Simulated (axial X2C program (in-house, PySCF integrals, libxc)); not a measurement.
# A two-component session on GeC: properties at the nuclei

Wanted for GeC: properties at the nuclei, at the two-component level.

Computed with an in-house X2C program for linear molecules on PySCF integrals. Level: two-component X2C with atomic mean-field terms, Ge dyall-acv3z, C dyall-av3z.

All values are calculated.

### 1 Set-up

Input file task.json:

```json
{"zs": [32, 6], "q": 0, "bas": ["dyall-acv3z", "dyall-av3z"], "r0": 1.78, "levels": ["PBE0", "HF", "B3LYP"], "nst": 1, "ff": 1, "thr": -3.5, "nmax": 130, "opt": {"ecut": 60}}
```

Keys: zs atomic numbers; q charge; bas basis sets; r0 starting distance in Å; levels methods (HF also brings MP2); nst determinants followed; ff finite-field run; thr threshold in hartree for freezing inner shells (an s shell follows its p shell); nmax most natural virtual spinors; ecut virtual cutoff in hartree.

Started as:

```sh
> python soeom.py task.json out
```

Nuclei are Gaussian, cores are contracted, and the Gaunt term is on.

### 2 Expectation values, lowest determinant

R = 1.797 Å. State: Ω = 2 (excess of +ω over −ω: ω = 1/2, ω = 3/2).

Output of the PBE0 run:

```text
two-component X2C + atomic mean field  PBE0
basis functions 182  fitting functions 986  grid points 5077
iter        total energy     max residual
   1      -2133.918712694     3.26e+00
   2      -2135.438466589     1.61e+00
   3      -2135.748074570     1.05e-01
   4      -2135.785898750     2.00e-01
   5      -2135.810068532     3.82e-02
   6      -2135.817230887     3.63e-02
   7      -2135.818790759     6.88e-03
   8      -2135.819123143     5.25e-03
   9      -2135.819178104     1.92e-03
  10      -2135.819190343     9.63e-04
  11      -2135.819199888     2.97e-04
  12      -2135.819200303     2.50e-04
  13      -2135.819200372     7.28e-05
  14      -2135.819200388     3.34e-05
  15      -2135.819200390     1.22e-05
  16      -2135.819200390     2.92e-06
converged
one-electron -3084.12972693  Coulomb 977.66419421  exact exchange -20.88405194  xc functional -64.28657376  nuclear repulsion 56.53980217  atomic mean-field constant -0.72284414
```

The highest occupied spinor is 47% Ge p, 44% C p, 5% C d.

```csv
level,Eeff magnitude (GV/cm),Ws magnitude Ge (kHz),A∥/gI Ge (MHz),qzz Ge (a.u.),A∥/gI C (MHz),qzz C (a.u.),μ (D)
PBE0,0.321,0.0859,147,-2.15,79.1,-0.02,-1.92
HF,0.0282,0.0187,219,-2.98,108,0.00,-0.94
B3LYP,0.391,0.101,151,-2.01,86.4,-0.03,-2.02
```

Eeff is the effective electric field on the electron dipole moment in this Ω state and Ws the scalar–pseudoscalar constant (defined with the proton number Z and per Ω); A∥ is the parallel hyperfine constant, which follows by multiplying with the nuclear g factor gI = μI/(I μN); qzz is the electric field gradient, eQq0 = 234.96 MHz × Q/barn × qzz; μ is positive if C is the positive end. The operators were transformed with the bare-nucleus X2C matrices.

### 3 Finite-field coupled cluster

Output:

```text
two-component X2C + atomic mean field  HF
basis functions 182  fitting functions 986  grid points 5077
iter        total energy     max residual
   1      -2134.184782445     2.80e-01
   2      -2134.212409672     1.08e-02
   3      -2134.217457716     3.85e-02
   4      -2134.222696233     4.12e-02
   5      -2134.226491954     1.70e-02
   6      -2134.228343655     7.14e-03
   7      -2134.228573358     3.12e-03
   8      -2134.228588238     3.60e-04
   9      -2134.228590926     3.56e-04
  10      -2134.228591925     2.75e-04
  11      -2134.228592885     1.13e-04
  12      -2134.228593257     8.83e-05
  13      -2134.228593585     8.70e-05
  14      -2134.228593784     5.19e-05
  15      -2134.228593875     2.72e-05
  16      -2134.228593894     1.18e-05
  17      -2134.228593896     3.73e-06
  18      -2134.228593896     1.72e-06
converged
one-electron -3084.45827900  Coulomb 978.16614100  exact exchange -83.75341392  xc functional 0.00000000  nuclear repulsion 56.53980217  atomic mean-field constant -0.72284414
correlated 18  virtual 306  natural virtual 130  E(MP2) -0.659116335  MP2 remainder -0.041559166
iter   CCSD correlation   residual
   1     -0.586646058   1.44e-01
   2     -0.604037978   7.84e-02
   3     -0.609816513   5.50e-02
   4     -0.613462390   3.49e-02
   5     -0.616129229   1.56e-02
   6     -0.616351041   6.35e-03
   7     -0.616411698   3.12e-03
   8     -0.616454672   1.81e-03
   9     -0.616392108   8.78e-04
  10     -0.616422476   3.53e-04
  11     -0.616414698   1.67e-04
  12     -0.616419265   1.01e-04
  13     -0.616419156   6.93e-05
  14     -0.616418447   5.01e-05
  15     -0.616418906   3.12e-05
  16     -0.616419206   1.79e-05
  17     -0.616419221   9.80e-06
(T) -0.021397770  T1 0.0774  D1 0.2189  max T2 0.112
```

T1 in the output is the amplitude norm over the root of the electron number; divide by √2 for the Lee–Taylor value.

18 electrons correlated in 130 natural virtual spinors, MP2 remainder added; T1 = 0.055.

```
  level  Eeff magnitude (GV/cm)  Ws magnitude Ge (kHz)  A∥/gI Ge (MHz)  qzz Ge (a.u.)  A∥/gI C (MHz)  μ (D)
     HF                  0.0282                 0.0187             219          -2.98            108  -0.94
    MP2                   0.103                0.00455             183          -2.39           73.3  -1.95
   CCSD                  0.0885                 0.0357             141          -2.21           75.4  -1.94
CCSD(T)                   0.148                 0.0487             129          -2.06             75  -2.00
```

### 4 Summary of results

```
                       quantity                                           value
             lowest determinant  Ω = 2 (excess of +ω over −ω: ω = 1/2, ω = 3/2)
   Eeff magnitude (GV/cm), PBE0                                           0.321
    Ws magnitude Ge (kHz), PBE0                                          0.0859
           A∥/gI Ge (MHz), PBE0                                             147
            qzz Ge (a.u.), PBE0                                           -2.15
Eeff magnitude (GV/cm), CCSD(T)                                           0.148
 Ws magnitude Ge (kHz), CCSD(T)                                          0.0487
        A∥/gI Ge (MHz), CCSD(T)                                             129
         qzz Ge (a.u.), CCSD(T)                                           -2.06
```

In the first state, the effective field runs from 0.0282 to 0.391 GV/cm over the mean-field levels, so the levels don't agree on it. The expectation values come from single determinants, which for open shells can mix terms of unlike spin or miss the lowest Ω, so a determinant need not be a state. Eeff is the effective electric field on the electron dipole moment in this Ω state and Ws the scalar–pseudoscalar constant (defined with the proton number Z and per Ω); A∥ is the parallel hyperfine constant, which follows by multiplying with the nuclear g factor gI = μI/(I μN); qzz is the electric field gradient, eQq0 = 234.96 MHz × Q/barn × qzz; μ is positive if C is the positive end. The operators were transformed with the bare-nucleus X2C matrices. Correlation of the inner shells is missing, which matters for properties at the nucleus.
